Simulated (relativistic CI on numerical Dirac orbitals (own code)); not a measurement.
# Dy LXIV (Dy⁶³⁺): levels and lines

What are the lowest levels and the strongest lines of Dy⁶³⁺? One CI run answers it; further runs change one setting each.

The numbers are computed with relativistic CI on numerical Dirac orbitals (own code) version 2 (Dirac-Coulomb-Breit CI, KLI orbitals optimised for each configuration, model QED (radiative potential, 1s self-energy scaled to tabulated hydrogen-like ionisation energies)), except any that are marked as measured or tabulated.

## 1. Starting point

* ion: Dy⁶³⁺ (Dy LXIV)
* nuclear charge: 66
* electrons: 3
* isotope: A = 164
* first configuration typed: [He] 2s

Outer shells as boxes (Hund's rule):

first configuration typed
```
[He] core
2s [↑ ]
```

## 2. The main run

Settings, as recorded:

```ini
atom Dy  Z=66  charge=63  electrons=3
nucleus A=164  rms_radius_fm=5.2218
hamiltonian dirac-coulomb  breit=on  qed=on  c_scale=1
orbitals kli  potential=per-configuration
slater_scale 1
correlation none
mixing on
configurations
  [He] 2s
  [He] 2p
  [He] 3s
  [He] 3p
  [He] 3d
  [He] 4s
  [He] 4p
  [He] 4d
  [He] 4f
  [He] 5s
  [He] 5p
  [He] 5d
  [He] 5f
  [He] 5g
  [He] 6s
  [He] 6p
  [He] 6d
end
```

## 3. Correlation estimate p86

The settings differ from step 2 so:

```diff
@@ -5,3 +5,3 @@
 slater_scale 1
-correlation none
+correlation p86
 mixing on
```

## 4. Without QED terms

The settings differ from step 3 so:

```diff
@@ -2,6 +2,6 @@
 nucleus A=164  rms_radius_fm=5.2218
-hamiltonian dirac-coulomb  breit=on  qed=on  c_scale=1
+hamiltonian dirac-coulomb  breit=on  qed=off  c_scale=1
 orbitals kli  potential=per-configuration
 slater_scale 1
-correlation p86
+correlation none
 mixing on
```

## 5. Non-relativistic limit (c × 1000)

The settings differ from step 4 so:

```diff
@@ -2,3 +2,3 @@
 nucleus A=164  rms_radius_fm=5.2218
-hamiltonian dirac-coulomb  breit=on  qed=off  c_scale=1
+hamiltonian dirac-coulomb  breit=off  qed=off  c_scale=1000
 orbitals kli  potential=per-configuration
```

(Steps that only read results are left out.)

Before running it: what results should come out? Wanted: lowest level; first excitation; lowest level of the other parity; fastest E1 line; ionisation energy.

The runs gave:

| run | time | mean size of shift, levels followed (cm⁻¹) | lowest level | ionisation energy (eV) |
| --- | --- | --- | --- | --- |
| main run | 1.3 s | 0 | 2s 2S1/2 | 15227 |
| correlation estimate p86 | 1.3 s | 5475 | 2s 2S1/2 | 15229 |
| without QED terms | 0.35 s | 104247 | 2s 2S1/2 | 15241 |
| non-relativistic limit (c × 1000) | 0.29 s | 7142180 | 2s 2S1/2 | - |

The tabulated theoretical ionisation energy (NIST) is 15228.1 eV.

| quantity | value |
| --- | --- |
| lowest level | 2s 2S1/2 |
| first excitation | 2p 2P°1/2, 161.19 eV |
| lowest level of the other parity | 2p 2P°1/2, 161.19 eV |
| levels in the model | 29 |
| fastest E1 line (by rate) to the lowest level | 0.1392 nm, from 3p 2P°3/2 |
| ionisation energy | 15227 eV |
| ionisation energy, tabulated theoretical (NIST) | 15228.1 eV |

What this shows: 2s 2S1/2 comes out lowest; its LS label holds 100 % and its jj label 100 %; over the low levels the means are 100 and 100 %, so both schemes do about equally well. The ionisation energy from the two ground configurations alone is 0.0077 % below the tabulated theoretical value. The largest mover is «non-relativistic limit (c × 1000)» (7142180 cm⁻¹ on average). Lifetimes count radiative decay inside the model alone.
